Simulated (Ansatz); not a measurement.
**CH₆GaNS: up Jacob's ladder to CCSD(T)**

One table from this session's results is given with a row withheld; the runs are named, their logs left out.

The runs use Ansatz 0.2.0, Gaussian basis; functionals in def2-TZVPP, the program's frozen cores in correlated methods.

The runs, in order: LDA (SPW92), PBE-D4, revPBE-D4, BLYP-D4, r2SCAN-D4, B97M-V, PBE0-D4, B3LYP-D4, r2SCANh-D4, r2SCAN0-D4, HSE06-D4, BHLYP-D4, CAM-B3LYP-D4, LC-ωPBE, ωB97X-V, ωB97M-V, B2PLYP, PBE-QIDH; CCSD(T)/def2-SVP; CCSD(T)/def2-TZVPP; MP2/def2-QZVPP; extrapolation to the limit; RPA on PBE.

## The geometry

An earlier PBE0-D4 in a triple-zeta def2 set relaxation fixed the geometry.

10 atoms, charge 0, spin multiplicity 1.

Atoms are counted from 1 here; the program's logs count them from 0.

Bond lengths: C1–Ga2 1.955 Å, C1–H5 1.090 Å, C1–H6 1.092 Å, C1–H7 1.092 Å, Ga2–N3 1.815 Å, Ga2–S4 2.213 Å, N3–H8 1.005 Å, N3–H9 1.005 Å, S4–H10 1.343 Å. Angles: Ga2–C1–H5 111.0°, Ga2–C1–H6 110.3°, Ga2–C1–H7 110.3°, H5–C1–H6 108.6°, H5–C1–H7 108.6°, H6–C1–H7 107.9°, C1–Ga2–N3 122.9°, C1–Ga2–S4 120.7°, N3–Ga2–S4 116.4°, Ga2–N3–H8 124.5°, Ga2–N3–H9 123.5°, H8–N3–H9 112.0°, Ga2–S4–H10 94.9°.

Geometry (Å):

```mol
CH6GaNS
  3D, bonds by distance, orders not assigned

 10  9  0  0  0  0  0  0  0  0999 V2000
   -0.9701    1.3594    0.6031 C   0  0
   -0.0168   -0.0970   -0.2865 Ga  0  0
    1.1982   -1.1429    0.5641 N   0  0
   -0.3831   -0.5491   -2.4219 S   0  0
   -1.6446    1.8649   -0.0881 H   0  0
   -1.5550    0.9730    1.4403 H   0  0
   -0.2620    2.0912    0.9972 H   0  0
    1.7020   -1.8975    0.1321 H   0  0
    1.4445   -1.0312    1.5324 H   0  0
    0.4869   -1.5708   -2.4727 H   0  0
  1  2  8  0
  2  3  8  0
  2  4  8  0
  1  5  8  0
  1  6  8  0
  1  7  8  0
  3  8  8  0
  3  9  8  0
  4 10  8  0
M  END
```

The first run:

Input file in.yaml:

```yaml
crystal:
  periodic: [false, false, false]
  atoms:
    - {symbol: C, position_ang: [-0.970090, 1.359431, 0.603081]}
    - {symbol: Ga, position_ang: [-0.016845, -0.096956, -0.286509]}
    - {symbol: N, position_ang: [1.198169, -1.142935, 0.564058]}
    - {symbol: S, position_ang: [-0.383147, -0.549103, -2.421863]}
    - {symbol: H, position_ang: [-1.644554, 1.864894, -0.088082]}
    - {symbol: H, position_ang: [-1.554969, 0.973049, 1.440329]}
    - {symbol: H, position_ang: [-0.262002, 2.091159, 0.997243]}
    - {symbol: H, position_ang: [1.702048, -1.897523, 0.132064]}
    - {symbol: H, position_ang: [1.444474, -1.031246, 1.532401]}
    - {symbol: H, position_ang: [0.486916, -1.570770, -2.472712]}
basis:
  gaussian: {orbitals: def2-TZVPP}
hamiltonian: {xc: lda}
output: {orbitals: {seedname: orbitals}}
```

Started as:

```console
$ ansatz run in.yaml --threads 2 --pin off --events-out ev --progress --plain --max-ram 22528MiB --backend cpu
```

Steps of the session up to this table: LDA; PBE-D4 (GGA); revPBE-D4 (GGA); BLYP-D4 (GGA); r2SCAN-D4 (meta-GGA); B97M-V (meta-GGA); B3LYP-D4 (hybrid); r2SCANh-D4 (hybrid); r2SCAN0-D4 (hybrid); HSE06-D4 (hybrid); BHLYP-D4 (hybrid); CAM-B3LYP-D4 (range-separated); LC-ωPBE (range-separated); ωB97X-V (range-separated); ωB97M-V (range-separated); B2PLYP (double hybrid); PBE-QIDH (double hybrid).

One table of the session follows, with a row left open; its other results are not shown here.

```
  functional  HOMO (eV)  gap (eV)
 LDA (SPW92)      -5.88      4.87
      PBE-D4      -5.71      4.97
   revPBE-D4      -5.65      5.03
     BLYP-D4      -5.56      4.89
   r2SCAN-D4      -6.01      5.53
      B97M-V      -6.05      5.44
     PBE0-D4      -7.01      7.05
    B3LYP-D4      -6.76      6.55
  r2SCANh-D4      -6.49      6.29
  r2SCAN0-D4      -7.21      7.42
    HSE06-D4      -6.61      6.29
    BHLYP-D4      -8.16      8.97
CAM-B3LYP-D4      -8.36      9.32
     LC-ωPBE      -9.80     11.88
     ωB97X-V      -9.41     11.36
     ωB97M-V          ?         ?
```

Q: Estimate the row for ωB97M-V from the others.

The run gave: HOMO (eV): -9.26; gap (eV): 10.97. In the column «HOMO (eV)» it lies between ωB97X-V (-9.41) and CAM-B3LYP-D4 (-8.36).
